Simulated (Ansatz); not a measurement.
**Trimethylindium (TMIn) (C₃H₉In): one species, many methods**

One table from this session's results is given with a row withheld; the runs are named, their logs left out.

The runs use Ansatz 0.2.0, Gaussian basis; functionals in def2-TZVPP, the program's frozen cores in correlated methods.

Plan: LDA (SPW92), PBE-D4, revPBE-D4, BLYP-D4, r2SCAN-D4, B97M-V, PBE0-D4, B3LYP-D4, r2SCANh-D4, r2SCAN0-D4, HSE06-D4, BHLYP-D4, CAM-B3LYP-D4, LC-ωPBE, ωB97X-V, ωB97M-V, B2PLYP, PBE-QIDH; CCSD(T)/def2-SVP; CCSD(T)/def2-TZVPP; MP2/def2-QZVPP; extrapolation to the limit; RPA on PBE.

### Structure used throughout

An earlier PBE0-D4 in a triple-zeta def2 set relaxation fixed the geometry. In takes the def2 core potential; no spin-orbit term is included.

SMILES `[CH3][In]([CH3])[CH3]`, 13 atoms, charge 0, spin multiplicity 1.

Atoms are counted from 1 here; the program's logs count them from 0.

Bond lengths: C1–In2 2.164 Å, C1–H5 1.091 Å, C1–H6 1.094 Å, C1–H7 1.091 Å, In2–C3 2.164 Å, In2–C4 2.164 Å, C3–H8 1.091 Å, C3–H9 1.091 Å, C3–H10 1.094 Å, C4–H11 1.091 Å, C4–H12 1.094 Å, C4–H13 1.091 Å. Angles: In2–C1–H5 111.3°, In2–C1–H6 109.3°, In2–C1–H7 111.3°, H5–C1–H6 107.8°, H5–C1–H7 109.2°, H6–C1–H7 107.8°, C1–In2–C3 120.0°, C1–In2–C4 120.1°, C3–In2–C4 119.9°, In2–C3–H8 111.3°, In2–C3–H9 111.4°, In2–C3–H10 109.2°, H8–C3–H9 109.2°, H8–C3–H10 107.8°, H9–C3–H10 107.8°, In2–C4–H11 111.4°, In2–C4–H12 109.3°, In2–C4–H13 111.3° and more.

As a file:

```mol
C3H9In
  3D, bonds by distance, orders not assigned

 13 12  0  0  0  0  0  0  0  0999 V2000
   -0.5062    1.8979   -0.9028 C   0  0
    0.0079   -0.0033   -0.0069 In  0  0
    1.4753   -0.0886    1.5810 C   0  0
   -0.9566   -1.8182   -0.6832 C   0  0
    0.3294    2.5980   -0.8537 H   0  0
   -1.3449    2.3394   -0.3570 H   0  0
   -0.8115    1.7770   -1.9433 H   0  0
    1.2764   -0.9182    2.2612 H   0  0
    1.5007    0.8425    2.1493 H   0  0
    2.4672   -0.2427    1.1466 H   0  0
   -1.2547   -1.7439   -1.7301 H   0  0
   -1.8587   -1.9908   -0.0893 H   0  0
   -0.3040   -2.6837   -0.5571 H   0  0
  1  2  8  0
  2  3  8  0
  2  4  8  0
  1  5  8  0
  1  6  8  0
  1  7  8  0
  3  8  8  0
  3  9  8  0
  3 10  8  0
  4 11  8  0
  4 12  8  0
  4 13  8  0
M  END
```

The first run:

Input file in.yaml:

```yaml
crystal:
  periodic: [false, false, false]
  atoms:
    - {symbol: C, position_ang: [-0.506159, 1.897919, -0.902757]}
    - {symbol: In, position_ang: [0.007933, -0.003272, -0.006865]}
    - {symbol: C, position_ang: [1.475278, -0.088563, 1.580970]}
    - {symbol: C, position_ang: [-0.956578, -1.818207, -0.683157]}
    - {symbol: H, position_ang: [0.329360, 2.597984, -0.853704]}
    - {symbol: H, position_ang: [-1.344905, 2.339395, -0.357024]}
    - {symbol: H, position_ang: [-0.811482, 1.777000, -1.943280]}
    - {symbol: H, position_ang: [1.276421, -0.918221, 2.261217]}
    - {symbol: H, position_ang: [1.500653, 0.842510, 2.149293]}
    - {symbol: H, position_ang: [2.467158, -0.242743, 1.146594]}
    - {symbol: H, position_ang: [-1.254680, -1.743940, -1.730087]}
    - {symbol: H, position_ang: [-1.858654, -1.990803, -0.089284]}
    - {symbol: H, position_ang: [-0.304041, -2.683658, -0.557116]}
basis:
  gaussian: {orbitals: def2-TZVPP}
hamiltonian: {xc: lda}
output: {orbitals: {seedname: orbitals}}
```

Among the steps run: LDA; PBE-D4 (GGA); revPBE-D4 (GGA); BLYP-D4 (GGA); r2SCAN-D4 (meta-GGA); B97M-V (meta-GGA); PBE0-D4 (hybrid); B3LYP-D4 (hybrid); r2SCANh-D4 (hybrid); r2SCAN0-D4 (hybrid); HSE06-D4 (hybrid); BHLYP-D4 (hybrid); CAM-B3LYP-D4 (range-separated); LC-ωPBE-D4 (range-separated; the results give it without D4); ωB97X-V (range-separated); ωB97M-V (range-separated); B2PLYP (double hybrid); PBE-QIDH (double hybrid).

One table of the session follows, with a row left open; its other results are not shown here.

It belongs to the step «Frontier levels by functional». 

| functional | HOMO (eV) | gap (eV) |
| --- | --- | --- |
| LDA (SPW92) | -6.04 | 4.21 |
| PBE-D4 | -5.86 | 4.28 |
| revPBE-D4 | -5.79 | 4.33 |
| BLYP-D4 | -5.71 | 4.14 |
| r2SCAN-D4 | -6.07 | 4.78 |
| B97M-V | -6.10 | 4.54 |
| PBE0-D4 | -7.00 | 6.16 |
| B3LYP-D4 | -6.78 | 5.64 |
| r2SCANh-D4 | -6.50 | 5.46 |
| r2SCAN0-D4 | -7.15 | 6.47 |
| HSE06-D4 | ? | ? |
| BHLYP-D4 | -8.03 | 7.79 |
| CAM-B3LYP-D4 | -8.31 | 8.22 |
| LC-ωPBE | -9.66 | 10.68 |
| ωB97X-V | -9.29 | 10.14 |
| ωB97M-V | -9.18 | 9.66 |

**Question.** Estimate the row for HSE06-D4.

**Answer.** HOMO (eV): -6.60; gap (eV): 5.41. In the column «HOMO (eV)» it lies between B3LYP-D4 (-6.78) and r2SCANh-D4 (-6.50).
